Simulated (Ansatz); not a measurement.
**C₂H₆F₂OSSi: up Jacob's ladder to CCSD(T)**

One table from this session's results is given with a row withheld; the runs are named, their logs left out.

The runs use Ansatz 0.2.0, Gaussian basis; functionals in def2-TZVPP, the program's frozen cores in correlated methods.

The runs, in order: PBE-D4, r2SCAN-D4, PBE0-D4, B3LYP-D4, ωB97X-V, ωB97M-V, B2PLYP; CCSD(T)/def2-TZVPP; MP2/def2-QZVPP; extrapolation to the limit.

### The relaxed structure

All runs share one geometry, relaxed beforehand with PBE0-D4 in a triple-zeta def2 set.

SMILES `CO[Si](F)(F)SC`, 13 atoms, charge 0, spin multiplicity 1.

Atoms are counted from 1 here; the program's logs count them from 0.

Bond lengths: C1–O2 1.415 Å, C1–H8 1.093 Å, C1–H9 1.090 Å, C1–H10 1.094 Å, O2–Si3 1.607 Å, Si3–F4 1.589 Å, Si3–F5 1.579 Å, Si3–S6 2.094 Å, S6–C7 1.821 Å, C7–H11 1.088 Å, C7–H12 1.089 Å, C7–H13 1.089 Å. Angles: O2–C1–H8 110.6°, O2–C1–H9 107.8°, O2–C1–H10 111.4°, H8–C1–H9 109.0°, H8–C1–H10 109.1°, H9–C1–H10 108.9°, C1–O2–Si3 126.7°, O2–Si3–F4 111.9°, O2–Si3–F5 106.9°, O2–Si3–S6 110.7°, F4–Si3–F5 105.1°, F4–Si3–S6 109.4°, F5–Si3–S6 112.8°, Si3–S6–C7 99.8°, S6–C7–H11 110.9°, S6–C7–H12 110.9°, S6–C7–H13 106.2°, H11–C7–H12 110.4° and more.

Coordinates:

```xyz
13
charge 0, multiplicity 1
C    -0.3177   -0.3446   -2.5229
O     0.8008   -0.3534   -1.6558
Si    0.8407    0.1612   -0.1340
F     0.4587    1.6988   -0.0193
F     2.3449    0.0748    0.3392
S    -0.4537   -0.9675    1.0642
C    -0.4529    0.0540    2.5714
H    -0.5458    0.6743   -2.8461
H    -0.0663   -0.9462   -3.3963
H    -1.2006   -0.7723   -2.0395
H    -0.7666    1.0722    2.3499
H     0.5298    0.0533    3.0399
H    -1.1711   -0.4046    3.2494
```

Set-up of the first run:

in.yaml

```yaml
crystal:
  periodic: [false, false, false]
  atoms:
    - {symbol: C, position_ang: [-0.317742, -0.344622, -2.522943]}
    - {symbol: O, position_ang: [0.800773, -0.353429, -1.655822]}
    - {symbol: Si, position_ang: [0.840711, 0.161238, -0.134044]}
    - {symbol: F, position_ang: [0.458651, 1.698846, -0.019338]}
    - {symbol: F, position_ang: [2.344854, 0.074829, 0.339202]}
    - {symbol: S, position_ang: [-0.453708, -0.967507, 1.064169]}
    - {symbol: C, position_ang: [-0.452912, 0.054033, 2.571404]}
    - {symbol: H, position_ang: [-0.545839, 0.674274, -2.846063]}
    - {symbol: H, position_ang: [-0.066294, -0.946200, -3.396288]}
    - {symbol: H, position_ang: [-1.200635, -0.772348, -2.039483]}
    - {symbol: H, position_ang: [-0.766599, 1.072213, 2.349907]}
    - {symbol: H, position_ang: [0.529830, 0.053296, 3.039858]}
    - {symbol: H, position_ang: [-1.171100, -0.404614, 3.249441]}
basis:
  gaussian: {orbitals: def2-TZVPP}
hamiltonian: {xc: pbe, dispersion: d4}
output: {forces: true, orbitals: {seedname: orbitals}}
```

Launch:

```
ansatz run in.yaml --threads 2 --pin off --events-out ev --progress --plain --max-ram 32768MiB --backend cuda --devices 0, --max-vram 18GiB
```

Steps of the session up to this table: PBE-D4 (GGA); r2SCAN-D4 (meta-GGA); PBE0-D4 (hybrid); B3LYP-D4 (hybrid); ωB97X-V (range-separated); ωB97M-V (range-separated); B2PLYP (double hybrid); CCSD(T) in def2-TZVPP; MP2 in def2-QZVPP.

One of the session's tables, all rows but one given; the rest of the session is left out.

```
            method  atomisation energy (kcal/mol)
            PBE-D4                         1266.6
         r2SCAN-D4                         1250.6
           PBE0-D4                         1242.5
          B3LYP-D4                         1240.8
           ωB97X-V                              ?
           ωB97M-V                         1250.9
            B2PLYP                         1231.4
     HF/def2-TZVPP                          916.6
    MP2/def2-TZVPP                         1246.1
   CCSD/def2-TZVPP                         1196.0
CCSD(T)/def2-TZVPP                         1214.6
           MP2/CBS                         1281.9
       CCSD(T)/CBS                         1250.4
```

Q: Estimate the row for ωB97X-V from the others.

**Answer.** atomisation energy (kcal/mol): 1250.0. In the column «atomisation energy (kcal/mol)» it lies between MP2/def2-TZVPP (1246.1) and CCSD(T)/CBS (1250.4).
